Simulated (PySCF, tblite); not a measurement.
**C₄H₁₀BFN₂: geometry, infrared bands and NMR shifts**

Wanted: the infrared bands and NMR shifts of C₄H₁₀BFN₂ (`CNB(N)/C(C)=C/F`), by calculation.

Programs: tblite 0.8.0 and PySCF 2.14.0, with density-fitted response routines of our own. Each step states its level of theory. These are calculated values for one molecule in the gas phase, unless marked as measured. Atoms count from 0, in the outputs and in this text.

## 1. Starting geometry

18 atoms, charge 0, multiplicity 1; geometry from: force field or distance geometry start.

Bonds of the start (Å): C0–N1 1.47, N1–B2 1.54, B2–N3 1.51, B2–C4 1.60, C4–C5 1.51, C4–C6 1.33, C6–F7 1.36, C0–H8 1.11, C0–H9 1.10, C0–H10 1.11, N1–H11 1.05, N3–H12 1.05, N3–H13 1.05, C5–H14 1.11, C5–H15 1.12, C5–H16 1.10, C6–H17 1.09.

## 2. Optimising the geometry with GFN2-xTB

Job settings and geometry (Å):

```
{"job": {"kind": "relax", "xc": "GFN2-xTB", "basis": "xTB"}, "charge": 0, "multiplicity": 1}
C      1.944800     1.211600    -0.389700
N      1.262500     0.159600    -1.154000
B      0.407500    -0.691000    -0.200700
N      0.926300    -2.027300     0.271700
C     -1.061100    -0.191300     0.199100
C     -1.607700     1.078800    -0.418100
C     -1.784300    -0.851200     1.104700
F     -3.008300    -0.406000     1.489200
H      1.198300     1.906000     0.061200
H      2.571700     1.804200    -1.073400
H      2.582900     0.788400     0.408500
H      2.009500    -0.472800    -1.526600
H      0.229600    -2.765700     0.015000
H      0.971500    -2.006300     1.320900
H     -1.112600     1.316000    -1.381600
H     -1.437000     1.927300     0.294700
H     -2.690400     0.988800    -0.612200
H     -1.411900    -1.762500     1.579800
```

Launch:

```bash
$ OMP_NUM_THREADS=1 python probes_run.py task.json out
```

The driver reads the jobs from task.json and runs them one after another.

**Question.** This job is followed by: GFN2-xTB harmonic vibrations, gas phase; GIAO PBE0/pcSseg-1 NMR shielding, non-relativistic, gas phase. Predict these results of the whole session: strongest single infrared mode (GFN2-xTB); zero-point energy (GFN2-xTB); 13C shifts against TMS (PBE0/pcSseg-1); 1H shifts against TMS (PBE0/pcSseg-1, means over atoms taken as alike); 15N shifts against NH3 (PBE0/pcSseg-1); 11B shifts against BF3·OEt2 (PBE0/pcSseg-1); 19F shifts against CFCl3 (PBE0/pcSseg-1).

**Answer**, as computed:

| quantity | value |
| --- | --- |
| strongest single infrared mode (GFN2-xTB) | 1464 cm⁻¹, 251 km/mol |
| zero-point energy (GFN2-xTB) | 91.0 kcal/mol |
| 13C shifts against TMS (PBE0/pcSseg-1) | 156.7, 120.2, 33.2, 14.4 ppm |
| 1H shifts against TMS (PBE0/pcSseg-1, means over atoms taken as alike) | 6.47, 2.97, 2.10, 1.99, 1.90 ppm |
| 15N shifts against NH3 (PBE0/pcSseg-1) | 76.2, 65.5 ppm |
| 11B shifts against BF3·OEt2 (PBE0/pcSseg-1) | 25.8 ppm |
| 19F shifts against CFCl3 (PBE0/pcSseg-1) | -118.1 ppm |

**Reading.** Over 180 steps the energy fell by 1.662 eV; of the close pairs, N1–B2 changed most, 1.537 to 1.401 Å. The lowest mode is slightly imaginary (14i cm⁻¹), a soft motion within the noise of the Hessian, so the minimum is not strictly shown. The strongest single mode, at 1464 cm⁻¹, is carried by N1, B2, H9, H10. Unscaled tight-binding wavenumbers are off by several per cent, some by more. Its intensities can rank the bands wrongly. At PBE0/pcSseg-1: The largest span, 230 ppm, is at F7, where the paramagnetic term is -184 ppm.
